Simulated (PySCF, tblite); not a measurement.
**C₅H₉F₃GeO: geometry, infrared bands and NMR shifts**

Wanted: the infrared bands and NMR shifts of C₅H₉F₃GeO (`C=C(C)[C@@H](F)C[O][GeH]([F])[F]`), by calculation.

Computed with tblite 0.8.0 and PySCF 2.14.0, with density-fitted response routines of our own, on a single molecule in the gas phase. Atoms count from 0, in the outputs and in this text.

## Step 1: The starting structure

19 atoms, charge 0, multiplicity 1; geometry from: force field or distance geometry start.

Bonds of the start (Å): C0–C1 1.33, C1–C2 1.49, C1–C3 1.49, C3–F4 1.38, C3–C5 1.51, C5–O6 1.40, O6–Ge7 1.79, Ge7–F8 1.75, Ge7–F9 1.76, C0–H10 1.10, C0–H11 1.11, C2–H12 1.11, C2–H13 1.13, C2–H14 1.09, C3–H15 1.09, C5–H16 1.11, C5–H17 1.13, Ge7–H18 1.55.

## Step 2: Geometry optimisation with GFN2-xTB

The job: settings as JSON, then the geometry in Å.

```
{"job": {"kind": "relax", "xc": "GFN2-xTB", "basis": "xTB"}, "charge": 0, "multiplicity": 1}
C     -2.489100     1.072500     0.250300
C     -1.674800     0.128000    -0.208600
C     -2.054600    -1.313000    -0.129600
C     -0.371700     0.598900    -0.759200
F     -0.360400     1.983200    -0.753800
C      0.827600     0.042000    -0.023600
O      1.943000     0.586800    -0.674700
Ge     3.447300     0.008500     0.111500
F      4.837100     0.082600    -0.945900
F      3.185900    -1.678400     0.523700
H     -2.213300     2.137500     0.202900
H     -3.479400     0.811400     0.675500
H     -2.133600    -1.738500    -1.153100
H     -3.080600    -1.309400     0.335700
H     -1.383500    -1.869000     0.525100
H     -0.330500     0.260500    -1.795700
H      0.763000     0.374000     1.030500
H      0.899200    -1.081600    -0.084200
H      3.658700     0.913300     1.353000
```

Run with:

```
OMP_NUM_THREADS=1 python probes_run.py task.json out
```

One launch serves the whole session: the jobs run in the order shown.

**Question.** This job is followed by: GFN2-xTB harmonic vibrations, gas phase; GIAO PBE0/pcSseg-1 NMR shielding, non-relativistic, gas phase. What will the session give for the following? strongest single infrared mode (GFN2-xTB); zero-point energy (GFN2-xTB); ¹³C shifts against TMS (PBE0/pcSseg-1); ¹H shifts against TMS (PBE0/pcSseg-1, means over atoms taken as alike); ¹⁹F shifts against CFCl3 (PBE0/pcSseg-1); ¹⁷O shifts against H2O (PBE0/pcSseg-1); ⁷³Ge shifts against GeMe4 (PBE0/pcSseg-1); surface potential, 1st and 99th percentile.

As calculated:

| quantity | value |
| --- | --- |
| strongest single infrared mode (GFN2-xTB) | 1083 cm⁻¹, 163 km/mol |
| zero-point energy (GFN2-xTB) | 82.2 kcal/mol |
| ¹³C shifts against TMS (PBE0/pcSseg-1) | 148.3, 120.0, 100.2, 75.0, 23.6 ppm |
| ¹H shifts against TMS (PBE0/pcSseg-1, means over atoms taken as alike) | 5.87, 5.59, 5.55, 5.37, 4.34, 4.08, 1.92 ppm |
| ¹⁹F shifts against CFCl3 (PBE0/pcSseg-1) | -155.6, -163.0, -209.2 ppm |
| ¹⁷O shifts against H2O (PBE0/pcSseg-1) | 67.2 ppm |
| ⁷³Ge shifts against GeMe4 (PBE0/pcSseg-1) | -50 ppm |
| surface potential, 1st and 99th percentile | -1.39 V and 1.55 V |

What this shows: The optimisation took 189 steps and gained 0.968 eV; among the close pairs (by a distance rule), Ge7–H18 changed most, from 1.551 to 1.482 Å. All 51 modes are real, so the xTB geometry is a minimum. The strongest single mode, at 1083 cm⁻¹, moves mainly C5 and O6. GFN2-xTB is a fitted tight-binding method: band positions and strengths are rough. Its intensities can rank the bands wrongly. C1 (fully substituted alkene carbon) lies farthest downfield among carbon, at 148.3 ppm; an sp2 carbon of a C=C bond. At PBE0/pcSseg-1: The largest span, 231 ppm, is at C1, where the paramagnetic term is -225 ppm. Spin-orbit coupling is left out, which matters for shieldings and couplings at and beside the heavy atoms.
